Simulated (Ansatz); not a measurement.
**FH₅O₄Si₂: up Jacob's ladder to CCSD(T)**

One table from this session's results is given with a row withheld; the runs are named, their logs left out.

Program: Ansatz 0.2.0, Gaussian basis. Level of theory: functionals in def2-TZVPP, the program's frozen cores in correlated methods. These are calculated values, not measurements.

Levels to be run: PBE-D4, r2SCAN-D4, PBE0-D4, B3LYP-D4, ωB97X-V, ωB97M-V, B2PLYP; CCSD(T)/def2-TZVPP; MP2/def2-QZVPP; extrapolation to the limit.

**The geometry**

All runs share one geometry, relaxed beforehand with PBE0-D4 in a triple-zeta def2 set.

SMILES `O[SiH](O)O[SiH](O)F`, 12 atoms, charge 0, spin multiplicity 1.

Atoms are counted from 1 here; the program's logs count them from 0.

Bond lengths: O1–Si2 1.633 Å, O1–H8 0.960 Å, Si2–O3 1.623 Å, Si2–O4 1.642 Å, Si2–H9 1.471 Å, O3–H10 0.959 Å, O4–Si5 1.615 Å, Si5–O6 1.618 Å, Si5–F7 1.604 Å, Si5–H11 1.466 Å, O6–H12 0.958 Å. Angles: Si2–O1–H8 117.8°, O1–Si2–O3 108.6°, O1–Si2–O4 108.9°, O1–Si2–H9 113.8°, O3–Si2–O4 111.9°, O3–Si2–H9 106.3°, O4–Si2–H9 107.4°, Si2–O3–H10 118.1°, Si2–O4–Si5 143.0°, O4–Si5–O6 112.1°, O4–Si5–F7 105.9°, O4–Si5–H11 113.2°, O6–Si5–F7 110.4°, O6–Si5–H11 107.5°, F7–Si5–H11 107.8°, Si5–O6–H12 119.9°.

Set-up of the first run:

in.yaml

```yaml
crystal:
  periodic: [false, false, false]
  atoms:
    - {symbol: O, position_ang: [-0.706694, 1.924451, 0.540880]}
    - {symbol: Si, position_ang: [0.223802, 1.296405, -0.645705]}
    - {symbol: O, position_ang: [-0.414066, 1.711090, -2.079714]}
    - {symbol: O, position_ang: [0.298530, -0.333164, -0.457024]}
    - {symbol: Si, position_ang: [-0.128441, -1.538768, 0.529366]}
    - {symbol: O, position_ang: [1.064374, -2.613857, 0.727850]}
    - {symbol: F, position_ang: [-0.497037, -0.849599, 1.929517]}
    - {symbol: H, position_ang: [-0.735096, 1.460124, 1.380470]}
    - {symbol: H, position_ang: [1.605100, 1.802111, -0.645945]}
    - {symbol: H, position_ang: [-1.368862, 1.724180, -2.162941]}
    - {symbol: H, position_ang: [-1.310894, -2.271439, 0.066366]}
    - {symbol: H, position_ang: [1.969285, -2.311523, 0.816870]}
basis:
  gaussian: {orbitals: def2-TZVPP}
hamiltonian: {xc: pbe, dispersion: d4}
output: {forces: true, orbitals: {seedname: orbitals}}
```

Command:

```sh
$ ansatz run in.yaml --threads 2 --pin off --events-out ev --progress --plain --max-ram 32768MiB --backend cuda --devices 0, --max-vram 18GiB
```

Steps of the session up to this table: PBE-D4 (GGA); r2SCAN-D4 (meta-GGA); PBE0-D4 (hybrid); B3LYP-D4 (hybrid); ωB97X-V (range-separated); ωB97M-V (range-separated); B2PLYP (double hybrid); CCSD(T) in def2-TZVPP; MP2 in def2-QZVPP.

One of the session's tables, all rows but one given; the rest of the session is left out.

It belongs to the step «Atomisation energies». 

| method | atomisation energy (kcal/mol) |
| --- | --- |
| PBE-D4 | 1203.3 |
| r2SCAN-D4 | 1197.5 |
| PBE0-D4 | 1175.6 |
| B3LYP-D4 | 1187.1 |
| ωB97X-V | 1198.5 |
| ωB97M-V | ? |
| B2PLYP | 1183.1 |
| HF/def2-TZVPP | 859.5 |
| MP2/def2-TZVPP | 1207.4 |
| CCSD/def2-TZVPP | 1149.1 |
| CCSD(T)/def2-TZVPP | 1167.1 |
| MP2/CBS | 1247.4 |
| CCSD(T)/CBS | 1207.1 |

Q: Estimate the row for ωB97M-V from the others.

As computed: atomisation energy (kcal/mol): 1200.4. In the column «atomisation energy (kcal/mol)» it lies between ωB97X-V (1198.5) and PBE-D4 (1203.3).
